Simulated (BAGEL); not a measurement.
# HF/STO-3G (density fitting with qzvpp-jkfit) run of CH3ClF2Si (SMILES C[Si](F)(F)Cl)

Aim: the energy change on altering one bond length of CH3ClF2Si at HF/STO-3G (density fitting with qzvpp-jkfit), from 2 runs. 

Program for the calculation: BAGEL 1.2.2.

5 further runs of the same task are left out: 3 that didn't finish, 2 set aside as unsound or not needed.

## (1) The structure to begin with

The species is CH3ClF2Si (8 atoms), meant as a singlet with charge 0. SMILES: `C[Si](F)(F)Cl`. Geometry: relaxed at PBE0-D4/def2-TZVP.

Bond lengths: C1–Si2 1.832 Å, Si2–F3 1.582 Å, Si2–F4 1.582 Å, Si2–Cl5 2.029 Å, C1–H6 1.092 Å, C1–H7 1.092 Å, C1–H8 1.091 Å. Some angles: C1–Si2–F3 111.0°, C1–Si2–F4 111.0°, C1–Si2–Cl5 112.6°, F3–Si2–F4 106.6°, F3–Si2–Cl5 107.7°, F4–Si2–Cl5 107.8°, Si2–C1–H6 110.1°, Si2–C1–H7 110.4°, Si2–C1–H8 110.4°, H6–C1–H7 108.6°.

## (2) The energy at HF/STO-3G (density fitting with qzvpp-jkfit)

The input, input.json:

```json
{ "bagel" : [

{
  "title" : "molecule",
  "basis" : "sto-3g",
  "df_basis" : "qzvpp-jkfit",
  "angstrom" : "true",
  "geometry" : [
    { "atom" : "C", "xyz" : [      -0.808500,      -0.299000,       0.512200 ] },
    { "atom" : "Si", "xyz" : [       0.690600,       0.151400,      -0.439200 ] },
    { "atom" : "F", "xyz" : [       1.987000,      -0.472300,       0.219100 ] },
    { "atom" : "F", "xyz" : [       0.616200,      -0.415600,      -1.914200 ] },
    { "atom" : "Cl", "xyz" : [       0.963100,       2.158500,      -0.560900 ] },
    { "atom" : "H", "xyz" : [      -0.917100,      -1.385400,       0.549800 ] },
    { "atom" : "H", "xyz" : [      -0.740200,       0.080400,       1.533400 ] },
    { "atom" : "H", "xyz" : [      -1.698800,       0.124800,       0.044100 ] }
  ]
},

{ "title" : "hf" },

{ "title" : "print", "file" : "orbitals.molden", "orbitals" : "true" }

]}
```

Command:

```bash
$ BAGEL_NUM_THREADS=1 BAGEL input.json > input.out
```

The program printed:

```text
* using 1 threads per process

  ===============================================================
  ===============================================================

  *** Geometry ***

  { "atom" : "C", "xyz" : [     -1.527844,     -0.565028,      0.967918 ] },
  { "atom" : "Si", "xyz" : [      1.305045,      0.286105,     -0.829968 ] },
  { "atom" : "F", "xyz" : [      3.754886,     -0.892518,      0.414039 ] },
  { "atom" : "F", "xyz" : [      1.164449,     -0.785370,     -3.617314 ] },
  { "atom" : "Cl", "xyz" : [      1.819995,      4.078974,     -1.059947 ] },
  { "atom" : "H", "xyz" : [     -1.733068,     -2.618027,      1.038971 ] },
  { "atom" : "H", "xyz" : [     -1.398775,      0.151934,      2.897706 ] },
  { "atom" : "H", "xyz" : [     -3.210267,      0.235838,      0.083337 ] },

  Number of auxiliary basis functions:      539

  Since a DF basis is specified, we compute 2- and 3-index integrals:
    o Being stored without compression. Storage requirement is 0.006 GB

  Number of basis functions:       36
  Number of electrons      :       58

    * METHOD: MOLECULE                             0.36

  *** RHF ***

  === Nuclear Repulsion ===
   314.8409167045

      * DIIS with orbital gradients will be used.

  === RHF iteration (sto-3g) ===
      0       -975.42440312          0.01413754           0.05
      1       -975.53492618          0.00286413           0.06
      2       -975.53923159          0.00071986           0.06
      3       -975.53973803          0.00017889           0.06
      4       -975.53976738          0.00004069           0.06
      5       -975.53976898          0.00000548           0.07
      6       -975.53976900          0.00000115           0.07
      7       -975.53976901          0.00000037           0.05
      8       -975.53976901          0.00000008           0.04
      9       -975.53976901          0.00000002           0.04
     10       -975.53976901          0.00000000           0.04
    * SCF iteration converged.

    * Permanent dipole moment:
           (    0.602400,     0.808030,    -0.365412) a.u.

    * METHOD: HF                                   0.88

    * METHOD: PRINT                                0.00

  ===============================================================
```

Run time: 1.6 s. Hardware: 1 thread of Intel Xeon Platinum 8259CL at 2.50GHz (Skylake/Cascade Lake), shared host; peak memory 0.08 GiB.

## (3) The distorted shape, same level

The input, hf.json:

```json
{ "bagel": [

{
  "title": "molecule",
  "basis": "sto-3g",
  "df_basis": "qzvpp-jkfit",
  "angstrom": "true",
  "geometry": [
    { "atom": "C", "xyz": [   -0.828990,   -0.412819,    0.205841 ] },
    { "atom": "Si", "xyz": [    0.670110,    0.037581,   -0.745559 ] },
    { "atom": "F", "xyz": [    1.966510,   -0.586119,   -0.087259 ] },
    { "atom": "F", "xyz": [    0.595710,   -0.529419,   -2.220559 ] },
    { "atom": "Cl", "xyz": [    0.942610,    2.044681,   -0.867259 ] },
    { "atom": "H", "xyz": [   -0.937590,   -1.499219,    0.243441 ] },
    { "atom": "H", "xyz": [   -0.740200,    0.080400,    1.533400 ] },
    { "atom": "H", "xyz": [   -1.719290,    0.010981,   -0.262259 ] }
  ]
},
{
  "title": "hf",
  "charge": 0
},
{
  "title": "print",
  "file": "orbitals.molden",
  "orbitals": "true"
}

]}
```

Command:

```bash
$ BAGEL_NUM_THREADS=1 BAGEL hf.json > hf.out
```

The program printed:

```text
* using 1 threads per process

  ===============================================================
  ===============================================================

  *** Geometry ***

  { "atom" : "C", "xyz" : [     -1.566564,     -0.780115,      0.388983 ] },
  { "atom" : "Si", "xyz" : [      1.266324,      0.071018,     -1.408902 ] },
  { "atom" : "F", "xyz" : [      3.716165,     -1.107604,     -0.164896 ] },
  { "atom" : "F", "xyz" : [      1.125729,     -1.000457,     -4.196248 ] },
  { "atom" : "Cl", "xyz" : [      1.781275,      3.863887,     -1.638882 ] },
  { "atom" : "H", "xyz" : [     -1.771788,     -2.833113,      0.460037 ] },
  { "atom" : "H", "xyz" : [     -1.398775,      0.151934,      2.897706 ] },
  { "atom" : "H", "xyz" : [     -3.248987,      0.020751,     -0.495598 ] },

  Number of auxiliary basis functions:      539

  Since a DF basis is specified, we compute 2- and 3-index integrals:
    o Being stored without compression. Storage requirement is 0.006 GB

  Number of basis functions:       36
  Number of electrons      :       58

    * METHOD: MOLECULE                             0.31

  *** RHF ***

  === Nuclear Repulsion ===
   313.5599790674

      * DIIS with orbital gradients will be used.

  === RHF iteration (sto-3g) ===
      0       -975.35955271          0.01456218           0.05
      1       -975.47335521          0.00331960           0.04
      2       -975.47858464          0.00082757           0.04
      3       -975.47915432          0.00025752           0.04
      4       -975.47920901          0.00004965           0.04
      5       -975.47921151          0.00000690           0.04
      6       -975.47921155          0.00000121           0.05
      7       -975.47921155          0.00000039           0.04
      8       -975.47921155          0.00000010           0.05
      9       -975.47921155          0.00000002           0.06
     10       -975.47921155          0.00000001           0.06
    * SCF iteration converged.

    * Permanent dipole moment:
           (    0.608637,     0.819886,    -0.339909) a.u.

    * METHOD: HF                                   0.68

    * METHOD: PRINT                                0.01

  ===============================================================
```

Wall time 1.3 s (1 thread of Intel Xeon Platinum 8259CL at 2.50GHz (Skylake/Cascade Lake), shared host); peak memory 0.08 GiB.

## (4) Results

Level: HF/STO-3G (density fitting with qzvpp-jkfit).

| quantity | value |
| --- | --- |
| first shape: total energy | -975.53977 Eh |
| first shape: dipole moment | 2.72 D |
| first shape: HOMO energy | -10.57 eV |
| first shape: LUMO energy | 9.61 eV |
| first shape: HOMO–LUMO gap | 20.18 eV |
| distorted shape: total energy | -975.47921 Eh |
| distorted shape: dipole moment | 2.74 D |
| distorted shape: HOMO energy | -10.51 eV |
| distorted shape: LUMO energy | 9.62 eV |
| distorted shape: HOMO–LUMO gap | 20.12 eV |
| energy change with the C1–H7 bond stretched from 1.092 to 1.419 Å | 1.648 eV |

**Reading.** With the C1–H7 bond stretched from 1.092 to 1.419 Å the energy rises by 1.65 eV (38 kcal/mol). The first shape isn't relaxed at this level, so the change isn't measured from a minimum. The minimal basis adds a large error of its own.
